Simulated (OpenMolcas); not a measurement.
**Ag⁵⁺ among point charges: CASSCF and CASPT2 levels and susceptibility**

Aim: the splitting of the states of Ag⁵⁺ in the field of 8 point charges, its lowest levels with spin-orbit coupling and its magnetic susceptibility.

Program: OpenMolcas 26.06. Level of theory: state-averaged CASSCF and CASPT2, spin-orbit coupling by RASSI with atomic mean-field integrals. These are calculated values, not measurements, unless marked.

## (1) What is computed

* Species: Ag⁵⁺ (silver, Z = 47, 42 electrons)
* Basis: ANO-RCC-VDZP [6s5p3d1f], 43 functions
* Scalar Hamiltonian: DKH2, point nucleus
* Inactive shells: 1s 2s 2p 3s 3p 3d 4s 4p
* Active space: 6 electrons in 5 orbitals (4d)
* Some configurations of this space: 4d⁶
* Orbitals: optimised for each spin and parity, averaged over all roots

Outer shells as boxes (Hund's rule):

4d6
```
4d [↑↓][↑ ][↑ ][↑ ][↑ ]
```

The ion sits among 8 point charges of -1.2 e arranged as a cube (Oh), 2.26 Å from the ion.

Each step is its own input file, run in one work folder so that later steps find the files of earlier ones. Labels, J, g values, rates, χT and fits are worked out afterwards by a script from the matrices that RASSI stores. The input lists half of the charges; inversion (Group=XYZ) makes the rest.

## (2) One- and two-electron integrals

The input, a.inp:

```
&GATEWAY
Coord
1

Ag 0.0 0.0 0.0
Basis=ANO-RCC-VDZP
Group=XYZ
NoMove
AngMom=0.0 0.0 0.0
AMFI
XField
4 Angstrom 0
1.304812 1.304812 1.304812 -1.200000
1.304812 1.304812 -1.304812 -1.200000
1.304812 -1.304812 1.304812 -1.200000
1.304812 -1.304812 -1.304812 -1.200000
&SEWARD
```

On the command line:

```console
OMP_NUM_THREADS=1 MOLCAS_MEM=1689 MOLCAS_PROJECT=a pymolcas a.inp > a.log
```

## (3) Reference wave functions, quintets of even parity, 5 roots

The input, a.inp:

```
&RASSCF
FileOrb=start.orb
Symmetry=1
Spin=5
nActEl=6 0 0
Inactive=9 9
Ras2=5 0
CIRoot=5 5 1
SDav=5
CIMx=300
Iter=120 100
PrWF=0.3
OrbListing=Nothing
MaxOrb=0
>>> COPY $Project.JobIph JOB001
```

start.orb holds the contracted functions of the basis, ordered by shell, or the orbitals of the step before.

## (4) CASSCF: triplets of even parity, 45 roots

The input, a.inp:

```
&RASSCF
FileOrb=start.orb
Symmetry=1
Spin=3
nActEl=6 0 0
Inactive=9 9
Ras2=5 0
CIRoot=45 45 1
SDav=45
CIMx=300
Iter=120 100
PrWF=0.3
OrbListing=Nothing
MaxOrb=0
>>> COPY $Project.JobIph JOB002
```

## (5) CASSCF: singlets of even parity, 50 roots

The input, a.inp:

```
&RASSCF
FileOrb=start.orb
Symmetry=1
Spin=1
nActEl=6 0 0
Inactive=9 9
Ras2=5 0
CIRoot=50 50 1
SDav=50
CIMx=300
Iter=120 100
PrWF=0.3
OrbListing=Nothing
MaxOrb=0
>>> COPY $Project.JobIph JOB003
```

## (6) State interaction with spin-orbit coupling

The input, a.inp:

```
&RASSI
NrOfJobIphs=3 5 45 50
1 2 3 4 5
1 2 3 4 5 6 7 8 9 10 11 12 13 14 15 16 17 18 19 20 21 22 23 24 25 26 27
28 29 30 31 32 33 34 35 36 37 38 39 40 41 42 43 44 45
1 2 3 4 5 6 7 8 9 10 11 12 13 14 15 16 17 18 19 20 21 22 23 24 25 26 27
28 29 30 31 32 33 34 35 36 37 38 39 40 41 42 43 44 45 46 47 48 49 50
IphNames
JOB001
JOB002
JOB003
EJob
SpinOrbit
DIPRint=1.0
SOCoupling=1000.0
Subsets=2
Property=9
'ANGMOM' 1 'ANGMOM' 2 'ANGMOM' 3 'MLTPL  1' 1 'MLTPL  1' 2 'MLTPL  1' 3
'AMFI' 1 'AMFI' 2 'AMFI' 3
SOProperty=3
'ANGMOM' 1 'ANGMOM' 2 'ANGMOM' 3
```

## (7) CASPT2: IPEA 0.25, imaginary shift 0.1 (closed shells correlated: 4s 4p)

The input, a.inp:

```
>>> COPY JOB001 $Project.JobIph
&CASPT2
Multistate=5 1 2 3 4 5
NoMult
Frozen=8 6
IPEA=0.25
Imaginary=0.1
MaxIter=60
WThr=0.0 0.3 0.05
PrWF=0.5
NoMix
>>> COPY JOB002 $Project.JobIph
&CASPT2
Multistate=45 1 2 3 4 5 6 7 8 9 10 11 12 13 14 15 16 17 18 19 20 21 22
23 24 25 26 27 28 29 30 31 32 33 34 35 36 37 38 39 40 41 42 43 44 45
NoMult
Frozen=8 6
IPEA=0.25
Imaginary=0.1
MaxIter=60
WThr=0.0 0.3 0.05
PrWF=0.5
NoMix
>>> COPY JOB003 $Project.JobIph
&CASPT2
Multistate=50 1 2 3 4 5 6 7 8 9 10 11 12 13 14 15 16 17 18 19 20 21 22
23 24 25 26 27 28 29 30 31 32 33 34 35 36 37 38 39 40 41 42 43 44 45 46
47 48 49 50
NoMult
Frozen=8 6
IPEA=0.25
Imaginary=0.1
MaxIter=60
WThr=0.0 0.3 0.05
PrWF=0.5
NoMix
```

(Steps that only read results are left out.)

Before running it: what results should come out? Wanted: spin-free ground state; first state of the same spin within the active space; lowest level; next level.

The runs gave:

```
                                            quantity                                                                        value
                                              method  SS-CASPT2, IPEA 0.25, imaginary shift 0.1 (closed shells correlated: 4s 4p)
                              spin-free ground state                                               5E, 2-fold in its orbital part
first state of the same spin within the active space                                                             5T2 at 1530 cm⁻¹
                                        lowest level                                                                    1-fold A1
                                          next level                                                                   110.1 cm⁻¹
                                         χT at 300 K                                                               5.24 cm³ K/mol
                           effective moment at 300 K                                                                      6.47 μB
```

Cost by method:

```
                                              method  time of its own steps  time with the reference
                                           A. CASSCF                   28 s                     28 s
B. SS-CASPT2, IPEA 0.25, imaginary shift 0.1, +4s 4p                  6.7 s                     34 s
```

Times are of one thread on a shared host.

What this shows: The spin-free ground state (5E) comes to 100 % from free-ion D terms and keeps the highest spin of the shell. χT at 300 K is 5.24, against 3.01 cm³ K/mol for the spin alone, so orbital moment adds to it. An active space of the d shell alone favours high spin; real ions in strong fields can be low spin. CASPT2 does not keep the components of a term degenerate, and the means are used. An orbital doublet at a regular site is open to a Jahn-Teller distortion, which this geometry leaves out. The field of point charges can differ much from that of real complexes. With metal d orbitals alone active, the gaps between spin states are rough; where two lie within a few thousand cm-1, their order is open. Point charges carry no covalency, so the field is a model and not that of real ligands.
